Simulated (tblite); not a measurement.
# C5H8ClF3Si: the cost of one run

Programs: tblite 0.8.0 and PySCF 2.14.0, with density-fitted response routines of our own. Each step states its level of theory. These are calculated values for one molecule in the gas phase, unless marked as measured. Atoms count from 0, in the outputs and in this text.

### Step 1. The molecule as given

18 atoms, charge 0, multiplicity 1; geometry from: force field or distance geometry start.

Bonds of the start (Å): C0–C1 1.49, C1–C2 1.31, C2–C3 1.48, C3–Cl4 1.76, C2–Si5 1.88, Si5–C6 1.86, C6–F7 1.40, C6–F8 1.37, C6–F9 1.37, C0–H10 1.10, C0–H11 1.13, C0–H12 1.08, C1–H13 1.10, C3–H14 1.14, C3–H15 1.09, Si5–H16 1.47, Si5–H17 1.46.

### Step 2. Geometry optimisation with GFN2-xTB

The job: settings as JSON, then the geometry in Å.

```
{"job": {"kind": "relax", "xc": "GFN2-xTB", "basis": "xTB"}, "charge": 0, "multiplicity": 1}
C      2.141300    -1.052900     0.156800
C      0.720500    -0.717800    -0.155900
C      0.272300     0.484000    -0.398700
C      1.060200     1.733500    -0.440100
Cl     2.779000     1.548200    -0.085000
Si    -1.564700     0.674200    -0.764700
C     -2.477000    -0.891600    -0.349000
F     -2.034600    -1.320200     0.909100
F     -3.830000    -0.685700    -0.339600
F     -2.242400    -1.880300    -1.275300
H      2.509000    -0.641500     1.110500
H      2.140800    -2.170700     0.329200
H      2.799600    -0.889300    -0.687900
H     -0.017100    -1.537800    -0.170000
H      0.658000     2.355300     0.429700
H      0.854000     2.354600    -1.311800
H     -1.641200     0.853600    -2.218700
H     -2.136700     1.790600    -0.015100
```

Started as:

```
> OMP_NUM_THREADS=1 python probes_run.py task.json out
```

One launch serves the whole session: the jobs run in the order shown.

**Question.** How long does this first job take on 1 thread of Arm Neoverse N1, shared host?

About 3.9 s.
